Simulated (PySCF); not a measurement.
# The bond of AsSe, level by level

An exercise on one series of results from a longer session: the logs are not shown, and one member is left open.

Method: As x2c-TZVPPall, Se x2c-TZVPPall, spin-free X2C with a Gaussian nucleus; program: PySCF 2.14.0.

Set-up of the first run:

A driver script around PySCF takes these settings:

```yaml
atoms: As, Se
charge: 0
basis: As x2c-TZVPPall, Se x2c-TZVPPall
Hamiltonian: spin-free X2C with a Gaussian nucleus
basis_functions: 96
electrons_treated: 67
masses_in_u: 74.9216, 79.9165
levels: PBE0, PBE, r²SCAN, PW91, r²SCAN0, LDA, M06-2X, ωB97M-V, HF, MP2, SCS-MP2, CCSD, CCSD(T)
grid: 80 radial by 434 angular points
occupations: held fixed by the projection of orbital angular momentum
dissociation_limit: As + Se, each in its ground configuration
starting_distance_in_angstrom: 2.290
values_of_2S_to_try: 1, 3, 5
```

On the command line:

```sh
$ OMP_NUM_THREADS=2 python dia.py task.json out
```

Among the steps run: Set-up; PBE0 along the bond; Higher solutions at PBE0; PBE (GGA); r²SCAN; PW91; r²SCAN0; LDA (local density); M06-2X (hybrid meta-GGA); ωB97M-V (range-separated hybrid); UHF (mean field); Adding correlation.

One table of the session follows, with a row left open; its other results are not shown here.

It belongs to the step «Constants by level of theory». 

```
   level  Re (Å)  ωe (cm⁻¹)  De (eV)  μ (D)
UHF-CCSD   2.143        422     2.86    n/a
     LDA   2.141        406     4.80  -0.65
     PBE   2.168        392     3.87  -0.73
    PW91   2.167        392     3.91  -0.73
  r²SCAN   2.145        412     3.58  -0.77
    PBE0       ?          ?        ?      ?
 ωB97M-V   2.124        438     3.27  -0.99
```

Q: Estimate the row for PBE0 from the others.

**Answer.** Re (Å): 2.138; ωe (cm⁻¹): 421; De (eV): 3.42; μ (D): -0.86. In the column «Re (Å)» it lies between ωB97M-V (2.124) and LDA (2.141).

De is counted to As + Se in their ground configurations.

Limits of these values: At some levels the lowest empty orbital lies below the highest filled one (the two can be of opposite spin).
